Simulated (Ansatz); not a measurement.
# ZrB2: the cost of one run

Computed with Ansatz 0.2.0 (DFT r2SCAN, scalar-relativistic, plane waves, PAW, unless a step's input says otherwise).

### Step 1. The structure to begin with

It takes space group P6/mmm (No. 191, hexagonal). Conventional cell: a = 3.167 Å, b = 3.167 Å, c = 3.531 Å, α = 90.00°, β = 90.00°, γ = 120.00°. Zr (site symmetry 6/mmm) is surrounded by 12 B at 2.54 Å. B (site symmetry -6m2) has 3 B at 1.83 Å and 6 Zr at 2.54 Å as nearest neighbours.

Coordinates:

```
CELL_PARAMETERS angstrom
3.16700 0.00000 0.00000
-1.58350 2.74270 0.00000
0.00000 0.00000 3.53100
ATOMIC_POSITIONS crystal
Zr 0.00000 0.00000 0.00000
B 0.33333 0.66667 0.50000
B 0.66667 0.33333 0.50000
```

### Step 2. Single point: ZrB2, no spin

input.yaml reads:

```yaml
crystal:
  lattice:
    - [3.167, 0.0, 0.0]
    - [-1.5835, 2.7427024538, 0.0]
    - [0.0, 0.0, 3.531]
  atoms:
    - { symbol: Zr, position: [0.0, 0.0, 0.0] }
    - { symbol: B, position: [0.3333333333, 0.6666666667, 0.5] }
    - { symbol: B, position: [0.6666666667, 0.3333333333, 0.5] }
scf:
  occupations: { method: gaussian, width: 0.1 }
output:
  forces: true
  stress: true
  eigenvalues: true
  efg: {}
  bader: true
  write_density: true
  write_potential: true
  elf: true
  volumetric_format: npy
kpoints:
  mp_grid: { grid: [18, 18, 12] }
hamiltonian:
  xc: r2scan
```

On the command line:

```console
$ ansatz run input.yaml --threads 8 --pin off --max-ram 20480MiB --backend cpu --events-out ev --progress --plain --runs-dir out
```

**Question.** How long does this run take on 8 threads of Arm Neoverse V1, shared host, and how much memory does it need?

About 5.5 s, with a peak of 0.55 GiB.
